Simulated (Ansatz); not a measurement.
# BFHN: the cost of one run

Method: PBE0-D4/def2-TZVP structures, single points in def2-TZVPP, no counterpoise correction; program: Ansatz 0.2.0, Gaussian basis.

Levels: SPW92, PBE-D4, BLYP-D4, r2SCAN-D4, B97M-V, PBE0-D4, B3LYP-D4, r2SCAN0-D4, BHLYP-D4, CAM-B3LYP-D4, wB97X-V, wB97M-V, B2PLYP, PBE-QIDH, RPA on PBE, Hartree-Fock, MP2, CCSD, CCSD(T).

Correlated methods freeze the cores. B3LYP uses VWN-RPA correlation. B2PLYP carries no dispersion term here.

40 further runs of the same task are left out: 40 set aside as unsound or not needed.

**1. The system as given**

The complex: 7 atoms, charge 0, spin multiplicity 1.

Atoms are counted from 1 here; the program's logs count them from 0.

Bond lengths: B1–O2 1.628 Å, B1–N3 1.315 Å, B1–F5 1.334 Å, O2–H4 0.980 Å, O2–H6 0.966 Å, N3–H7 1.007 Å. Angles: O2–B1–N3 106.0°, O2–B1–F5 106.2°, N3–B1–F5 147.8°, B1–O2–H4 93.5°, B1–O2–H6 116.0°, H4–O2–H6 110.5°, B1–N3–H7 122.5°.

As a file:

```csv
atom,x (Å),y (Å),z (Å)
B1,-0.5096,0.2511,0.0219
O2,0.3353,-1.1182,0.2715
N3,0.1996,0.9652,-0.8240
H4,1.1069,-0.8068,-0.2464
F5,-1.6040,0.1570,0.7787
H6,0.5912,-1.2962,1.1855
H7,-0.1196,1.8480,-1.1872
```

Its parts: BFHN holds atoms 1, 3, 5, 7; H2O holds atoms 2, 4, 6. Each part counts its atoms afresh in its own runs.

**2. Relaxing BFHN alone**

The input, relax-a/in.yaml:

```yaml
crystal:
  periodic: [false, false, false]
  atoms:
    - {symbol: B, position_ang: [-0.509633, 0.251119, 0.021948]}
    - {symbol: N, position_ang: [0.199639, 0.965213, -0.824006]}
    - {symbol: F, position_ang: [-1.603963, 0.156957, 0.778680]}
    - {symbol: H, position_ang: [-0.119631, 1.847957, -1.187245]}
basis:
  gaussian: {orbitals: def2-TZVP}
hamiltonian: {xc: pbe0, dispersion: d4}
relax: {f_tol: 0.005, max_steps: 200}
```

Run with:

```
> ansatz run in.yaml --threads 2 --pin off --events-out ev --progress --plain --max-ram 4352MiB
```

**Question.** How long does this run take on 2 threads of Intel Xeon Platinum 8488C, shared host?

About 14 s.
